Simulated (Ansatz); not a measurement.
# MP2/def2-SVP run of C2H7Ga (SMILES [CH3][GaH][CH3])

Aim: the electronic atomisation energy of C2H7Ga at MP2/def2-SVP, from 4 runs. 

Program for the calculation: Ansatz 0.2.0.

47 further runs of the same task are left out: 1 that didn't finish, 46 set aside as unsound or not needed.

## (1) The system as given

C2H7Ga: 10 atoms, total charge 0, spin state singlet. SMILES: `[CH3][GaH][CH3]`. Geometry: relaxed at PBE0-D4/def2-TZVP.

Bond lengths: C1–Ga2 1.971 Å, Ga2–C3 1.971 Å, C1–H4 1.096 Å, C1–H5 1.091 Å, C1–H6 1.092 Å, Ga2–H7 1.579 Å, C3–H8 1.096 Å, C3–H9 1.091 Å, C3–H10 1.092 Å. Some angles: C1–Ga2–C3 120.1°, C1–Ga2–H7 120.0°, C3–Ga2–H7 119.9°, Ga2–C1–H4 109.0°, Ga2–C1–H5 112.5°, Ga2–C1–H6 111.5°, Ga2–C3–H8 109.0°, Ga2–C3–H9 112.5°, Ga2–C3–H10 111.5°, H4–C1–H5 107.5°.

## (2) The energy at MP2/def2-SVP

molecule.yaml reads:

```yaml
crystal:
  periodic: [false, false, false]
  atoms:
    - {symbol: C, position_ang: [-1.063400, 1.142800, -0.711800]}
    - {symbol: Ga, position_ang: [0.649000, 0.266100, -0.281300]}
    - {symbol: C, position_ang: [0.681500, -1.321500, 0.886900]}
    - {symbol: H, position_ang: [-1.533700, 0.614200, -1.548200]}
    - {symbol: H, position_ang: [-0.935400, 2.183800, -1.011500]}
    - {symbol: H, position_ang: [-1.759700, 1.095200, 0.128600]}
    - {symbol: H, position_ang: [1.997300, 0.836500, -0.872600]}
    - {symbol: H, position_ang: [0.687700, -0.994000, 1.932300]}
    - {symbol: H, position_ang: [1.569300, -1.935900, 0.730500]}
    - {symbol: H, position_ang: [-0.209600, -1.938300, 0.750100]}
basis:
  gaussian: {orbitals: def2-SVP}
accuracy: high
correlation: {method: mp2, frozen_orbitals: {C: 1, Ga: 9, H: 0}}
```

Run with:

```sh
$ ansatz run molecule.yaml --threads 1 --pin off --max-ram 3480MiB --events-out events.jsonl --progress --plain --runs-dir runs
```

Standard output:

```text
Warning: RAYON_NUM_THREADS=1 ignored (pool sized by the plan → 1); use --threads N
Functional definition: HF
  name "HF"
  exchange = exact_x
  correlation = 0
2192 factors; integrals over basis functions are off by at most 7.9e-9 eV
mean field evaluation 1: about -54494.8561 eV, gradient 3.1e1 eV
mean field evaluation 2: about -54494.8972 eV, gradient 3.1e1 eV
mean field evaluation 4: about -54497.4323 eV, gradient 2.8e0 eV
mean field evaluation 8: about -54497.4607 eV, gradient 1.2e-4 eV
mean field -54497.46070462 eV, -2002.7447411891 hartree, gradient 9.8e-9 eV, S^2 0.000000; 0 other end points of the search recorded, 0 dependent functions left out
11 core orbitals not correlated: weight in the atoms' cores, before any rotation towards them, 1.000 or more for the frozen orbitals, at most 0.000 for the correlated occupied ones
reference -54497.46070462 eV, -2002.7447411891 hartree; 14, 14 occupied and 70, 70 virtual orbitals, 2192 factors
second order -13.99798290 eV of doubles, -0.00000000 eV of singles
Total energy: -54511.45868751 eV, -2003.2591575724 hartree
```

It took 3.9 s on 1 thread of Arm Neoverse V1, shared host; peak memory 0.29 GiB.

## (3) The C atom, same level

molecule.yaml reads:

```yaml
crystal:
  periodic: [false, false, false]
  atoms:
    - {symbol: C, position_ang: [0.000000, 0.000000, 0.000000]}
basis:
  gaussian:
    orbitals: def2-SVP
magnetization:
  spin_polarized: true
  initial_magnetization: 2
accuracy: high
correlation:
  method: mp2
  frozen_orbitals: {C: 1}
```

Run the same way, it converges to -37.69532 Eh (log not shown).

## (4) The Ga atom

molecule.yaml reads:

```yaml
crystal:
  periodic: [false, false, false]
  atoms:
    - {symbol: Ga, position_ang: [0.000000, 0.000000, 0.000000]}
basis:
  gaussian:
    orbitals: def2-SVP
accuracy: high
magnetization:
  spin_polarized: true
  initial_magnetization: 1
correlation:
  method: mp2
  frozen_orbitals: {Ga: 9}
```

Run the same way, it converges to -1923.14743 Eh (log not shown).

## (5) The H atom: a single-point energy at UHF/def2-SVP

job.yaml reads:

```yaml
crystal:
  periodic: [false, false, false]
  atoms:
    - {symbol: H, position_ang: [0.000000, 0.000000, 0.000000]}
basis:
  gaussian: {orbitals: def2-SVP}
magnetization: {spin_polarized: true, initial_magnetization: 1}
hamiltonian: {xc: hf}
accuracy: high
```

Run the same way, it converges to -0.49928 Eh (log not shown).

## (6) What came out

At MP2/def2-SVP, 11 core orbitals frozen:

```
                                              quantity           value
                                molecule: total energy  -2003.25916 Eh
molecule: correlation energy (11 core orbitals frozen)      -514.4 mEh
                                  C atom: total energy    -37.69532 Eh
    C atom: correlation energy (1 core orbital frozen)       -50.1 mEh
             C atom: ⟨S²⟩ of the reference determinant           2.007
                                 Ga atom: total energy  -1923.14743 Eh
  Ga atom: correlation energy (9 core orbitals frozen)      -173.3 mEh
            Ga atom: ⟨S²⟩ of the reference determinant           0.759
                                  H atom: total energy     -0.49928 Eh
                                          H atom: ⟨S²⟩           0.750
                         electronic atomisation energy       33.365 eV
```

What this shows: Taking the molecule apart into free atoms costs 33.36 eV (3219 kJ/mol), before zero-point energy and without spin-orbit coupling.
